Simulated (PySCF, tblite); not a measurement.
# C₃H₁₄N₂SSi₂: geometry, infrared bands and NMR shifts

What infrared bands and NMR shifts should C₃H₁₄N₂SSi₂ (`C[SiH2]S[Si@@H](N)N(C)C`) show?

Computed with tblite 0.8.0 and PySCF 2.14.0, with density-fitted response routines of our own, on a single molecule in the gas phase. Atoms are numbered from 0 throughout.

### 1 The starting structure

22 atoms, charge 0, multiplicity 1; geometry from: force field or distance geometry start.

Bonds of the start (Å): C0–Si1 1.87, Si1–S2 2.13, S2–Si3 2.14, Si3–N4 1.81, Si3–N5 1.77, N5–C6 1.43, N5–C7 1.44, C0–H8 1.12, C0–H9 1.10, C0–H10 1.10, Si1–H11 1.48, Si1–H12 1.47, Si3–H13 1.48, N4–H14 1.04, N4–H15 1.05, C6–H16 1.11, C6–H17 1.12, C6–H18 1.12, C7–H19 1.10, C7–H20 1.11, C7–H21 1.13.

### 2 Optimising the geometry with GFN2-xTB

What the job is given:

```
{"job": {"kind": "relax", "xc": "GFN2-xTB", "basis": "xTB"}, "charge": 0, "multiplicity": 1}
C      4.214000     0.748800     0.170000
Si     2.696400    -0.339300     0.209600
S      0.939000     0.836300    -0.071000
Si    -0.602800    -0.465000    -0.783300
N     -0.600700    -2.043800     0.097600
N     -2.211700     0.240800    -0.610200
C     -3.081900    -0.444000     0.295400
C     -2.222800     1.675600    -0.482800
H      4.116300     1.562400     0.929400
H      4.358500     1.204800    -0.818200
H      5.124700     0.191300     0.420000
H      2.599500    -1.049400     1.499300
H      2.788100    -1.298900    -0.894000
H     -0.352500    -0.797300    -2.200800
H      0.350900    -2.275800     0.443700
H     -1.302400    -2.028000     0.881700
H     -2.714500    -0.416000     1.338200
H     -3.168700    -1.502600    -0.072900
H     -4.089100     0.035500     0.198800
H     -1.354700     2.171400    -0.942200
H     -2.329300     1.991600     0.579100
H     -3.166800     2.021200    -0.989900
```

The run is started by

```console
$ OMP_NUM_THREADS=1 python probes_run.py task.json out
```

This one command runs all jobs of the session in turn.

Log:

```text
step      E/eV     max force
  0    -712.25954    2.328
  1    -712.52455    0.982
  2    -712.60903    0.480
  3    -712.62827    0.456
  4    -712.64622    0.336
  5    -712.65443    0.240
  6    -712.66574    0.243
  7    -712.67660    0.366
  8    -712.69120    0.431
  9    -712.70474    0.328
 10    -712.71655    0.305
 11    -712.72696    0.280
 12    -712.73666    0.302
 13    -712.74546    0.276
 14    -712.75258    0.172
 15    -712.75710    0.137
 16    -712.76058    0.174
 17    -712.76426    0.209
 18    -712.76756    0.177
 19    -712.77063    0.126
 20    -712.77358    0.124
 21    -712.77662    0.168
 22    -712.77980    0.180
 23    -712.78290    0.127
 24    -712.78553    0.119
 25    -712.78807    0.167
 26    -712.79063    0.191
 27    -712.79299    0.149
 28    -712.79489    0.106
 29    -712.79686    0.107
 30    -712.79926    0.159
 31    -712.80242    0.179
 32    -712.80573    0.127
 33    -712.80922    0.170
 34    -712.81244    0.154
 35    -712.81705    0.180
 36    -712.82147    0.175
 37    -712.82506    0.228
 38    -712.82850    0.155
 39    -712.83359    0.215
 40    -712.84164    0.296
 41    -712.84595    0.235
 42    -712.85347    0.370
 43    -712.86087    0.311
 44    -712.87080    0.196
 45    -712.87627    0.172
 46    -712.88146    0.190
 47    -712.88280    0.325
 48    -712.88880    0.144
 49    -712.89290    0.111
 50    -712.90158    0.215
 51    -712.90554    0.124
 52    -712.90845    0.138
 53    -712.91153    0.108
 54    -712.91376    0.102
 55    -712.91549    0.079
 56    -712.91644    0.071
 57    -712.91700    0.086
 58    -712.91765    0.101
 59    -712.91825    0.088
 60    -712.91886    0.048
 61    -712.91909    0.032
 62    -712.91938    0.036
 63    -712.91963    0.037
 64    -712.91990    0.038
 65    -712.92015    0.035
 66    -712.92042    0.030
 67    -712.92070    0.027
 68    -712.92092    0.029
 69    -712.92105    0.026
 70    -712.92115    0.029
 71    -712.92126    0.030
 72    -712.92142    0.028
 73    -712.92162    0.032
 74    -712.92180    0.031
 75    -712.92193    0.022
 76    -712.92202    0.016
 77    -712.92209    0.014
 78    -712.92214    0.014
 79    -712.92218    0.015
 80    -712.92223    0.019
 81    -712.92231    0.022
 82    -712.92241    0.023
 83    -712.92253    0.023
 84    -712.92265    0.022
 85    -712.92275    0.024
 86    -712.92283    0.023
 87    -712.92290    0.017
 88    -712.92295    0.015
 89    -712.92301    0.017
 90    -712.92309    0.021
 91    -712.92318    0.029
 92    -712.92328    0.029
 93    -712.92339    0.024
 94    -712.92352    0.029
 95    -712.92372    0.034
 96    -712.92399    0.036
 97    -712.92428    0.037
 98    -712.92454    0.041
 99    -712.92474    0.042
100    -712.92491    0.034
101    -712.92506    0.027
102    -712.92518    0.027
103    -712.92526    0.031
104    -712.92534    0.031
105    -712.92546    0.026
106    -712.92563    0.040
107    -712.92583    0.030
108    -712.92602    0.037
109    -712.92615    0.030
110    -712.92627    0.028
111    -712.92640    0.023
112    -712.92654    0.029
113    -712.92665    0.022
114    -712.92676    0.022
115    -712.92691    0.025
116    -712.92714    0.034
117    -712.92742    0.039
118    -712.92767    0.038
119    -712.92787    0.029
120    -712.92803    0.027
121    -712.92814    0.027
122    -712.92822    0.019
123    -712.92830    0.032
124    -712.92838    0.018
125    -712.92848    0.023
126    -712.92860    0.020
127    -712.92869    0.022
128    -712.92878    0.023
129    -712.92887    0.030
130    -712.92897    0.031
131    -712.92906    0.021
132    -712.92913    0.016
133    -712.92918    0.016
134    -712.92923    0.019
135    -712.92929    0.020
136    -712.92937    0.024
137    -712.92947    0.027
138    -712.92958    0.027
139    -712.92972    0.026
140    -712.92989    0.034
141    -712.93009    0.039
142    -712.93029    0.034
143    -712.93043    0.022
144    -712.93051    0.019
145    -712.93057    0.017
146    -712.93061    0.019
147    -712.93065    0.020
148    -712.93069    0.013
149    -712.93071    0.010
```

It took 5.9 s on 1 thread of Intel Xeon at 2.50GHz, shared host.

Step by step: (not every step is listed)

```tsv
step	energy from step 0 (eV)	largest force (eV/Å)
0	0.0000	2.3281
1	-0.2650	0.9819
2	-0.3495	0.4799
3	-0.3687	0.4560
4	-0.3867	0.3362
5	-0.3949	0.2396
6	-0.4062	0.2430
7	-0.4171	0.3665
8	-0.4317	0.4305
21	-0.5171	0.1681
34	-0.5529	0.1542
47	-0.6233	0.3253
60	-0.6593	0.0483
73	-0.6621	0.0324
86	-0.6633	0.0233
99	-0.6652	0.0416
112	-0.6670	0.0289
125	-0.6689	0.0227
138	-0.6700	0.0275
144	-0.6710	0.0193
145	-0.6710	0.0172
146	-0.6711	0.0192
147	-0.6711	0.0197
148	-0.6712	0.0134
149	-0.6712	0.0101
```

Close pairs (by a distance rule), those that changed most:

```tsv
bond	before (Å)	after (Å)	change (Å)
Si3–N4	1.808	1.722	-0.086
Si3–N5	1.765	1.707	-0.058
N4–H15	1.052	1.008	-0.044
C6–H17	1.124	1.085	-0.039
N4–H14	1.039	1.006	-0.033
C0–H8	1.117	1.086	-0.031
C7–H21	1.126	1.096	-0.030
S2–Si3	2.140	2.166	+0.026
```

The next job starts from the end point, and lists it.

### 3 Infrared spectrum with GFN2-xTB

What the job is given:

```
{"job": {"kind": "ir", "xc": "GFN2-xTB", "basis": "xTB"}, "charge": 0, "multiplicity": 1}
C      4.244801     0.729875     0.010284
Si     2.699876    -0.353805     0.016554
S      1.016315     0.950825    -0.112761
Si    -0.566161    -0.483539    -0.473108
N     -0.499453    -1.919751     0.474770
N     -2.012772     0.303630    -0.023991
C     -3.247695    -0.438981    -0.028989
C     -2.223087     1.725525    -0.147622
H      4.190074     1.493072     0.780612
H      4.365790     1.234299    -0.943695
H      5.132810     0.132134     0.189188
H      2.596604    -1.130688     1.254037
H      2.672841    -1.275323    -1.119741
H     -0.397025    -0.939005    -1.855202
H      0.260679    -2.559373     0.316499
H     -0.687743    -1.846109     1.462510
H     -3.879047    -0.114340     0.802424
H     -3.032236    -1.496877     0.077005
H     -3.803330    -0.284867    -0.961088
H     -1.266396     2.239341    -0.129349
H     -2.832083     2.079074     0.688987
H     -2.743173     1.974271    -1.079743
```

Log:

```text
mode    cm-1     km/mol
  1      25.9      1.82
  2      37.0      0.22
  3      61.5      1.70
  4      75.4      0.29
  5     108.9      0.58
  6     140.6      1.72
  7     150.3      0.86
  8     159.0      0.74
  9     178.7      9.50
 10     195.8     10.79
 11     210.3      1.98
 12     230.4     13.33
 13     283.3     20.46
 14     300.9      3.68
 15     385.0      5.85
 16     452.8     51.23
 17     482.2     44.10
 18     515.0    103.50
 19     543.1    343.23
 20     576.8     24.55
 21     649.7    135.51
 22     682.0    261.42
 23     690.1     79.81
 24     718.6    219.31
 25     774.7     59.14
 26     797.1    186.21
 27     824.9     21.40
 28     829.8    131.95
 29     842.3    276.66
 30     901.9    184.14
 31    1050.5    143.47
 32    1059.6      1.37
 33    1091.8      0.27
 34    1129.2      3.09
 35    1209.1     40.54
 36    1319.4     84.54
 37    1368.9     16.25
 38    1414.3      3.32
 39    1424.6      2.65
 40    1476.7      1.23
 41    1477.6      0.43
 42    1478.9      0.37
 43    1487.8      7.13
 44    1497.0      7.67
 45    1507.8      0.43
 46    1510.8     51.55
 47    2221.3     43.10
 48    2233.6    576.88
 49    2260.3    212.71
 50    2903.6     73.95
 51    2906.4     59.99
 52    2951.9     13.93
 53    2955.5    117.44
 54    3041.5     21.42
 55    3044.9     16.59
 56    3047.1     29.29
 57    3051.0     17.07
 58    3061.4     23.24
 59    3468.2      7.78
 60    3516.3      0.08
```

Run time: 4.8 s. Hardware: 1 thread of Intel Xeon at 2.50GHz, shared host.

The strongest bands and the atoms that carry them (share of the mass-weighted mode):

```tsv
cm⁻¹	km/mol	atoms
543	343.2	H15 34 %, H14 33 %, N4 16 %
682	261.4	H11 31 %, H13 26 %, H12 22 %
719	219.3	H13 29 %, Si3 26 %, C6 12 %, C7 10 %
797	186.2	H12 39 %, H11 37 %, Si1 12 %
842	276.7	H10 39 %, C0 15 %, H8 13 %
902	184.1	N4 45 %, Si3 38 %
2234	576.9	H11 63 %, H13 18 %, H12 15 %
2260	212.7	H12 72 %, H11 24 %
```

### 4 Shielding tensors: PBE0/pcSseg-1

Same as in step 3 but for these lines:

```diff
@@ -1,2 +1,2 @@
-{"job": {"kind": "ir", "xc": "GFN2-xTB", "basis": "xTB"}, "charge": 0, "multiplicity": 1}
+{"job": {"kind": "nmr", "xc": "PBE0", "basis": "pcSseg-1"}, "charge": 0, "multiplicity": 1}
 C      4.244801     0.729875     0.010284
```

With the program's defaults for keys left out, this is: GIAO PBE0/pcSseg-1 NMR shielding, non-relativistic, gas phase.

Log:

```text
coarse grid: 18936 points
cycle   1  E = -1208.6829388962  dE =  6.327e-01  |g| = 5.901e-01  |ddm| = 4.114e+00
cycle   2  E = -1208.6439088912  dE =  3.903e-02  |g| = 7.286e-01  |ddm| = 1.261e+00
cycle   3  E = -1208.7652592002  dE = -1.214e-01  |g| = 7.498e-02  |ddm| = 7.482e-01
cycle   4  E = -1208.7662617298  dE = -1.003e-03  |g| = 3.493e-02  |ddm| = 1.019e-01
cycle   5  E = -1208.7665262674  dE = -2.645e-04  |g| = 5.850e-03  |ddm| = 3.836e-02
cycle   6  E = -1208.7665331981  dE = -6.931e-06  |g| = 2.513e-03  |ddm| = 8.181e-03
final grid: 166416 points
cycle   7  E = -1208.8086604673  dE = -3.262e-05  |g| = 1.128e-02  |ddm| = 2.934e-02
cycle   8  E = -1208.8086383161  dE =  2.215e-05  |g| = 1.496e-02  |ddm| = 2.288e-02
cycle   9  E = -1208.8086895931  dE = -5.128e-05  |g| = 1.061e-03  |ddm| = 1.354e-02
cycle  10  E = -1208.8086898316  dE = -2.384e-07  |g| = 2.263e-04  |ddm| = 9.955e-04
cycle  11  E = -1208.8086898430  dE = -1.141e-08  |g| = 5.421e-05  |ddm| = 2.294e-04
cycle  12  E = -1208.8086898436  dE = -6.166e-10  |g| = 2.193e-05  |ddm| = 6.910e-05
converged SCF energy = -1208.8086898436

GIAO shielding tensors (ppm)
atom      isotropic    diamagn.    paramagn.     s11        s22        s33       span
  0 C      191.143     252.759     -61.616    185.984    188.842    198.603     12.619
  1 Si     382.762     883.013    -500.251    341.301    380.900    426.084     84.783
  2 S      740.406    1065.851    -325.444    661.782    688.024    871.413    209.631
  3 Si     367.521     884.181    -516.660    323.406    362.428    416.728     93.322
  4 N      234.395     322.872     -88.476    206.210    235.217    261.759     55.549
  5 N      238.321     330.010     -91.689    214.627    232.600    267.736     53.109
  6 C      148.574     242.521     -93.948    122.981    136.408    186.332     63.351
  7 C      147.479     246.139     -98.660    125.350    133.384    183.704     58.353
  8 H       31.113      30.806       0.307     26.104     29.629     37.607     11.503
  9 H       31.157      30.003       1.154     26.315     29.070     38.086     11.771
 10 H       31.432      26.862       4.570     26.505     27.818     39.972     13.467
 11 H       26.967      32.342      -5.376     22.093     26.735     32.071      9.978
 12 H       26.975      31.775      -4.800     22.810     26.210     31.906      9.096
 13 H       26.269      32.606      -6.337     22.654     24.680     31.473      8.820
 14 H       31.201      33.544      -2.343     24.068     28.112     41.421     17.353
 15 H       31.247      34.661      -3.414     25.265     27.572     40.904     15.638
 16 H       29.307      28.282       1.025     24.755     26.525     36.640     11.885
 17 H       28.076      29.010      -0.933     21.744     28.962     33.523     11.779
 18 H       29.340      27.661       1.679     24.569     26.597     36.855     12.285
 19 H       28.269      32.334      -4.065     21.247     31.559     32.002     10.756
 20 H       29.287      30.249      -0.962     24.978     26.390     36.494     11.516
 21 H       29.406      29.808      -0.402     25.016     26.572     36.629     11.613
```

Wall time 2 min (1 thread of Intel Xeon at 2.50GHz, shared host); peak memory 1.1 GiB.

The references, computed at this level on geometries of the same kind, shield at (ppm): 1H TMS 31.72, 13C TMS 186.9, 29Si TMS 349.2, 15N NH3 267.7, 33S CS2 504. Their shielding less the atom's gives the shift. The references are single molecules in the gas phase, so shifts against H2O, NH3, PH3, H3PO4 or CFCl3 are not on the usual liquid scales and can be off by tens of ppm. Atoms listed in one row are averaged.

```tsv
atoms	environment	σ (ppm)	δ (ppm)	δ scaled to CDCl3
C6, C7	methyl carbon bonded to N	148.0	38.9	36.1
C0	methyl carbon bonded to Si	191.1	-4.2	-6.0
H13	hydrogen on a silicon bonded to 2 N, S	26.27	5.45	–
H11	hydrogen on a silicon bonded to C, S	26.97	4.75	–
H12	hydrogen on a silicon bonded to C, S	26.98	4.74	–
H16, H17, H18, H19, H20, H21	hydrogen on a methyl carbon bonded to N	28.95	2.77	2.72
H14, H15	hydrogen on a nitrogen bonded to Si	31.22	0.49	–
H8, H9, H10	hydrogen on a methyl carbon bonded to Si	31.23	0.48	0.56
Si3	silicon bonded to 2 N, S, H	367.5	-18.4	–
Si1	silicon bonded to C, S, 2 H	382.8	-33.6	–
S2	sulfur bonded to 2 Si	740	-237	–
N4	nitrogen bonded to Si, 2 H	234.4	33.3	–
N5	nitrogen bonded to 2 C, Si	238.3	29.4	–
```

The scaled column applies a straight-line fit of computed shieldings to shifts measured in CDCl3, with any fitted terms for Cl, Br or S neighbours (root-mean-square error 0.16 ppm for H, 1.9 ppm for C).

Charges from the same density, by scheme (e):

```tsv
atoms	Mulliken	IAO	Hirshfeld	ESP fit
C0	-0.62	-0.71	-0.21	-0.61
Si1	0.56	0.71	0.32	0.70
S2	-0.60	-0.49	-0.20	-0.51
Si3	0.93	1.06	0.38	0.51
N4	-0.62	-0.85	-0.31	-0.92
N5	-0.79	-0.51	-0.17	-0.05
C6, C7	-0.08	-0.30	-0.07	-0.37
```

Mayer bond orders: C0–Si1 0.97, Si1–S2 0.95, S2–Si3 0.89, Si3–N4 1.01, Si3–N5 1.01, N5–C6 0.95, N5–C7 0.96.

### 5 Summary of results

| quantity | value |
| --- | --- |
| strongest single infrared mode (GFN2-xTB) | 2234 cm⁻¹, 577 km/mol |
| zero-point energy (GFN2-xTB) | 107.2 kcal/mol |
| 13C shifts against TMS (PBE0/pcSseg-1, means over atoms taken as alike) | 38.9, -4.2 ppm |
| 1H shifts against TMS (PBE0/pcSseg-1, means over atoms taken as alike) | 5.45, 4.75, 4.74, 2.77, 0.49, 0.48 ppm |
| 29Si shifts against TMS (PBE0/pcSseg-1) | -18.4, -33.6 ppm |
| 33S shifts against CS2 (PBE0/pcSseg-1) | -237 ppm |
| 15N shifts against NH3 (PBE0/pcSseg-1) | 33.3, 29.4 ppm |

Relaxing lowered the energy by 0.671 eV in 149 steps; the close pair that moved most is Si3–N4, from 1.808 to 1.722 Å. All 60 modes are real, so the xTB geometry is a minimum. The strongest single mode, at 2234 cm⁻¹, moves mainly H11. Unscaled tight-binding wavenumbers are off by several per cent, some by more. Its intensities can rank the bands wrongly. The most deshielded carbon is C6, C7 (mean) (methyl carbon bonded to N), at 38.9 ppm: deshielded by the electronegative neighbour. At PBE0/pcSseg-1: The widest tensor belongs to S2: span 210 ppm, with a paramagnetic part of -325 ppm.
